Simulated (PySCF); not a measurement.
# SiTe: spin, charge, geometry and surroundings

One physical setting of the base script is moved in each run, with the edits that it forces.

Program: PySCF 2.14.0. Level of theory: method and basis as typed in the scripts. These are calculated values, not measurements.

6 further runs of the same task are left out: 3 for a known fault of the program, 3 that didn't finish.

## (1) Where the work starts

SiTe: 2 atoms, charge 0, spin multiplicity 1.

Bond lengths: Si1–Te2 2.800 Å.

## (2) The base run

input.py

```python
from pyscf import gto, scf, mp

mol = gto.M(
    atom='Si 0 0 0; Te 0 0 2.8',
    basis='x2c-svpall',
    charge=0,
    spin=0,
    verbose=4,
)
mf = scf.UHF(mol)
mf = mf.sfx2c1e()
mf.kernel()
mp.MP2(mf, frozen=23).kernel()
mf.dip_moment()
print('orbital energies (hartree):', [e[max(0, n-3):n+3].round(4) for e, n in zip(mf.mo_energy, mol.nelec)])
```

On the command line:

```bash
$ python input.py
```

The log of this run is left out.

Base result: E(SCF) = -7079.647834 Eh, E(MP2) − E(SCF) = -0.20821 Eh, μ = 3.72 D (of the SCF density).

The bond length is a typed value, not an optimised one.

## (3) Bond 0.1 Å

Edit 1 changes bond length: 2.8 Å → 0.1 Å.

input.py

```python
from pyscf import gto, scf, mp

mol = gto.M(
    atom='Si 0 0 0; Te 0 0 0.1',
    basis='x2c-svpall',
    charge=0,
    spin=0,
    verbose=4,
)
mf = scf.UHF(mol)
mf = mf.sfx2c1e()
mf.kernel()
mp.MP2(mf, frozen=23).kernel()
mf.dip_moment()
print('orbital energies (hartree):', [e[max(0, n-3):n+3].round(4) for e, n in zip(mf.mo_energy, mol.nelec)])
```

On the command line:

```bash
$ python input.py
```

## (4) Bond 0.3 Å

Edit 2 changes bond length: 2.8 Å → 0.3 Å.

input.py: that of step 2 with these lines changed.

```diff
@@ -3,3 +3,3 @@
 mol = gto.M(
-    atom='Si 0 0 0; Te 0 0 2.8',
+    atom='Si 0 0 0; Te 0 0 0.3',
     basis='x2c-svpall',
```

## (5) Bond 2.996 Å

Edit 3 changes bond length: 2.8 Å → 2.996 Å.

input.py: that of step 2 with these lines changed.

```diff
@@ -3,3 +3,3 @@
 mol = gto.M(
-    atom='Si 0 0 0; Te 0 0 2.8',
+    atom='Si 0 0 0; Te 0 0 2.996',
     basis='x2c-svpall',
```

## (6) Charge +1 (doublet)

Edit 4 changes charge: 0 → 1; spin (2S): 0 → 1.

input.py: that of step 2 with these lines changed.

```diff
@@ -5,4 +5,4 @@
     basis='x2c-svpall',
-    charge=0,
-    spin=0,
+    charge=1,
+    spin=1,
     verbose=4,
```

What does the calculation give? Wanted: for each run, E(SCF); from base; gap, α spin; SCF dipole; after the SCF.

The runs gave:

```tsv
run	E(SCF) (hartree)	from base (eV)	cycles	gap, α spin (eV)	SCF dipole (D)	after the SCF
base	-7079.647834	0	17	7.06	3.72	MP2 correlation -5.666 eV, core frozen
bond 0.1 Å (poor choice)	-5272.484618	+49175.4163	13	6.70	3.28	MP2 correlation -2.936 eV, core frozen
bond 0.3 Å (poor choice)	-6862.299764	+5914.3423	14	4.55	0.15	MP2 correlation -4.116 eV, core frozen
bond 2.996 Å	-7079.613232	+0.9416	20	6.52	4.47	MP2 correlation -5.575 eV, core frozen
charge +1 (doublet)	-7079.339930	+8.3785	16	7.10	n/a	MP2 correlation -4.730 eV, core frozen
```

In words: The largest comparable shift of the SCF energy, +49175.416 eV, comes with the run “bond 0.1 Å”. At the SCF level, going to the doublet with one electron fewer costs 8.38 eV at fixed geometry, against 7.76 eV for the negative of the highest filled level. With bond 0.3 Å the frontier gap moves by over 1.5 eV, which can mean another electronic state rather than the bond length alone. Rows marked «poor choice» come from settings spoiled on purpose.
